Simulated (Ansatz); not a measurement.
# C₆H₁₅FO₃Sn: one species, many methods

Aim: compute C₆H₁₅FO₃Sn with functionals from several rungs and with coupled cluster. The yardstick is the atomisation energy at the CCSD(T) limit.

Method: functionals in def2-TZVPP, the program's frozen cores in correlated methods; program: Ansatz 0.2.0, Gaussian basis.

Levels to be run: LDA (SPW92), PBE-D4, revPBE-D4, BLYP-D4, r2SCAN-D4, B97M-V, PBE0-D4, B3LYP-D4, r2SCANh-D4, r2SCAN0-D4, HSE06-D4, BHLYP-D4, CAM-B3LYP-D4, LC-ωPBE, ωB97X-V, ωB97M-V, B2PLYP, PBE-QIDH; CCSD(T)/def2-SVP; CCSD(T)/def2-TZVPP; MP2/def2-QZVPP; extrapolation to the limit; RPA on PBE.

### Step 1. Structure used throughout

An earlier PBE0-D4 in a triple-zeta def2 set relaxation fixed the geometry. Sn takes the def2 core potential; no spin-orbit term is included.

SMILES `CC[O][Sn]([F])([O]CC)[O]CC`, 26 atoms, charge 0, spin multiplicity 1.

Atoms are counted from 1 here; the program's logs count them from 0.

Bond lengths: C1–C2 1.508 Å, C1–H12 1.092 Å, C1–H13 1.093 Å, C1–H14 1.092 Å, C2–O3 1.423 Å, C2–H15 1.098 Å, C2–H16 1.097 Å, O3–Sn4 1.939 Å, Sn4–F5 1.908 Å, Sn4–O6 1.932 Å, Sn4–O9 1.932 Å, O6–C7 1.424 Å, C7–C8 1.508 Å, C7–H17 1.097 Å, C7–H18 1.098 Å, C8–H19 1.092 Å, C8–H20 1.093 Å, C8–H21 1.092 Å and more. Angles: C2–C1–H12 110.5°, C2–C1–H13 110.3°, C2–C1–H14 110.6°, H12–C1–H13 108.5°, H12–C1–H14 108.4°, H13–C1–H14 108.5°, C1–C2–O3 108.4°, C1–C2–H15 110.0°, C1–C2–H16 110.2°, O3–C2–H15 110.3°, O3–C2–H16 110.6°, H15–C2–H16 107.4°, C2–O3–Sn4 120.8°, O3–Sn4–F5 106.5°, O3–Sn4–O6 115.5°, O3–Sn4–O9 108.4°, F5–Sn4–O6 105.1°, F5–Sn4–O9 111.7° and more.

### Step 2. LDA

This LDA is Slater exchange with PW92 correlation.

File in.yaml:

```yaml
crystal:
  periodic: [false, false, false]
  atoms:
    - {symbol: C, position_ang: [0.873198, 2.307709, 3.089763]}
    - {symbol: C, position_ang: [-0.050662, 2.109338, 1.914385]}
    - {symbol: O, position_ang: [0.168201, 0.806326, 1.387263]}
    - {symbol: Sn, position_ang: [-0.935345, 0.118146, -0.050574]}
    - {symbol: F, position_ang: [-2.745367, 0.468509, 0.440472]}
    - {symbol: O, position_ang: [-0.703014, 0.980717, -1.763541]}
    - {symbol: C, position_ang: [0.417690, 0.654528, -2.579002]}
    - {symbol: C, position_ang: [0.265809, 1.371617, -3.896832]}
    - {symbol: O, position_ang: [-0.598010, -1.775731, -0.225992]}
    - {symbol: C, position_ang: [-0.534088, -2.612699, 0.924268]}
    - {symbol: C, position_ang: [-0.029912, -3.967882, 0.496303]}
    - {symbol: H, position_ang: [0.668195, 1.568294, 3.866386]}
    - {symbol: H, position_ang: [0.736389, 3.305020, 3.515599]}
    - {symbol: H, position_ang: [1.914976, 2.202479, 2.780435]}
    - {symbol: H, position_ang: [0.148377, 2.868850, 1.146755]}
    - {symbol: H, position_ang: [-1.094671, 2.226901, 2.230102]}
    - {symbol: H, position_ang: [0.475009, -0.428937, -2.741648]}
    - {symbol: H, position_ang: [1.350086, 0.963791, -2.087862]}
    - {symbol: H, position_ang: [-0.650429, 1.056326, -4.399392]}
    - {symbol: H, position_ang: [1.114668, 1.150011, -4.548823]}
    - {symbol: H, position_ang: [0.219308, 2.451234, -3.741804]}
    - {symbol: H, position_ang: [-1.529688, -2.705924, 1.376252]}
    - {symbol: H, position_ang: [0.133484, -2.181257, 1.680466]}
    - {symbol: H, position_ang: [-0.695080, -4.404505, -0.251159]}
    - {symbol: H, position_ang: [0.017786, -4.642659, 1.354868]}
    - {symbol: H, position_ang: [0.969093, -3.886299, 0.063516]}
basis:
  gaussian: {orbitals: def2-TZVPP}
hamiltonian: {xc: lda}
output: {orbitals: {seedname: orbitals}}
```

Command:

```
ansatz run in.yaml --threads 11 --pin off --events-out ev --progress --plain --max-ram 120832MiB --backend cuda --devices 0, --max-vram 75GiB
```

Further steps of the session: PBE-D4 (GGA); revPBE-D4 (GGA); BLYP-D4 (GGA); r2SCAN-D4 (meta-GGA); B97M-V (meta-GGA); B3LYP-D4 (hybrid); r2SCANh-D4 (hybrid); r2SCAN0-D4 (hybrid); HSE06-D4 (hybrid); BHLYP-D4 (hybrid); CAM-B3LYP-D4 (range-separated); LC-ωPBE (range-separated); ωB97X-V (range-separated); ωB97M-V (range-separated); B2PLYP (double hybrid); PBE-QIDH (double hybrid); CCSD(T) in def2-SVP; CCSD(T) in def2-TZVPP; MP2 in def2-QZVPP; RPA on PBE orbitals.

Before running them: what should the planned runs give, taken together? Wanted: atomisation energy, CCSD(T)/CBS; farthest beyond LDA; mean size of error, GGA; mean size of error, meta-GGA; mean size of error, hybrid; mean size of error, range-separated; mean size of error, double hybrid; gap, smallest and largest; T1 diagnostic.

As calculated:

| quantity | value |
| --- | --- |
| atomisation energy, CCSD(T)/CBS | 104.763 eV |
| functionals within 1.048 eV (1.0 %) | revPBE-D4, BLYP-D4, r2SCAN-D4, B97M-V, PBE0-D4, B3LYP-D4, r2SCANh-D4, HSE06-D4, CAM-B3LYP-D4, LC-ωPBE, ωB97X-V, ωB97M-V |
| farthest beyond LDA | BHLYP-D4 (-3.938 eV) |
| mean size of error, GGA | 1.123 eV |
| mean size of error, meta-GGA | 0.211 eV |
| mean size of error, hybrid | 1.394 eV |
| mean size of error, range-separated | 0.282 eV |
| mean size of error, double hybrid | 1.374 eV |
| gap, smallest and largest | 3.62 eV (LDA (SPW92)), 11.66 eV (LC-ωPBE) |
| T1 diagnostic | 0.0135 |
| triples share of the correlation energy | 3.6 % |

LDA overbinds by 15.229 eV (15 %). PBE-D4 is off by +1.765 eV. Double hybrids carry the basis error of their MP2 part in triple zeta, and no dispersion term here, so their miss is partly the set-up's. The rungs meta-GGA, range-separated miss on average by less than the doubt on the reference (1.048 eV), so they tie. Misses under about 1.048 eV are within the doubt on the reference itself, which lacks core-valence correlation, spin-orbit coupling and higher excitations, and its outer-core shells are covered unevenly. All levels share the lack of spin-orbit coupling, which lowers the free heavy atoms and so the true binding. Hartree-Fock recovers 72 % of the binding; the rest is correlation. CCSD(T) in def2-SVP is off by -5.624 eV, more than most functionals: a good method in a small basis is no reference. The gap grows from 3.6 to 11.7 eV across the functionals, mostly with the share of exact exchange. Correlated methods include outer-core shells of Sn, which these sets cover unevenly.
